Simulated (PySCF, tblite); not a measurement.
# C₆H₈N₂: geometry, infrared bands and NMR shifts

Wanted: the infrared bands and NMR shifts of C₆H₈N₂ (`C=CC(C=C)=NN=C`), by calculation.

The runs use tblite 0.8.0 and PySCF 2.14.0, with density-fitted response routines of our own; the level of theory stands in each step. All values are computed, except where a source is named. Atoms are numbered from 0 throughout.

### 1 The starting structure

16 atoms, charge 0, multiplicity 1; geometry from: force field or distance geometry start.

Bonds of the start (Å): C0–C1 1.34, C1–C2 1.50, C2–C3 1.50, C3–C4 1.34, C2–N5 1.29, N5–N6 1.39, N6–C7 1.30, C0–H8 1.08, C0–H9 1.09, C1–H10 1.08, C3–H11 1.09, C4–H12 1.09, C4–H13 1.08, C7–H14 1.09, C7–H15 1.10.

### 2 Optimising the geometry with GFN2-xTB

What the job is given:

```
{"job": {"kind": "relax", "xc": "GFN2-xTB", "basis": "xTB"}, "charge": 0, "multiplicity": 1}
C     -0.098300     2.486100     0.482600
C     -0.769400     1.333600     0.598500
C     -0.144800     0.037600     0.158200
C     -1.127000    -1.037400    -0.218500
C     -2.419600    -0.878400    -0.513800
N      1.138000    -0.085100     0.148200
N      1.611400    -1.323400    -0.274200
C      2.906500    -1.344100    -0.250700
H      0.889700     2.534100     0.044000
H     -0.554300     3.416600     0.829600
H     -1.751600     1.296000     1.057300
H     -0.704000    -2.046500    -0.248600
H     -3.030300    -1.734900    -0.780200
H     -2.899000     0.091300    -0.551800
H      3.433000    -2.251400    -0.558800
H      3.512000    -0.485000     0.066900
```

Launch:

```bash
> OMP_NUM_THREADS=1 python probes_run.py task.json out
```

This one command runs all jobs of the session in turn.

**Question.** This job is followed by: GFN2-xTB harmonic vibrations, gas phase; GIAO PBE0/pcSseg-1 NMR shielding, non-relativistic, gas phase. Predict these results of the whole session: strongest single infrared mode (GFN2-xTB); zero-point energy (GFN2-xTB); 13C shifts against TMS (PBE0/pcSseg-1); 1H shifts against TMS (PBE0/pcSseg-1); 15N shifts against NH3 (PBE0/pcSseg-1).

As calculated:

| quantity | value |
| --- | --- |
| strongest single infrared mode (GFN2-xTB) | 1172 cm⁻¹, 83 km/mol |
| zero-point energy (GFN2-xTB) | 77.7 kcal/mol |
| 13C shifts against TMS (PBE0/pcSseg-1) | 134.6, 133.7, 126.5, 126.4, 123.0, 112.5 ppm |
| 1H shifts against TMS (PBE0/pcSseg-1) | 6.70, 6.46, 6.36, 6.28, 6.14, 5.79, 5.78, 5.68 ppm |
| 15N shifts against NH3 (PBE0/pcSseg-1) | 411.3, 370.6 ppm |

Over 125 steps the energy fell by 0.720 eV; of the close pairs, N5–N6 changed most, 1.391 to 1.262 Å. No mode is imaginary among the 42: a minimum at this level. The strongest single mode, at 1172 cm⁻¹, is spread over several atoms, C2, N5, N6 among them. GFN2-xTB is a fitted tight-binding method: band positions and strengths are rough. Its intensities can rank the bands wrongly. At PBE0/pcSseg-1: Shielding is most anisotropic at N6 (span 558 ppm, paramagnetic term -471 ppm).
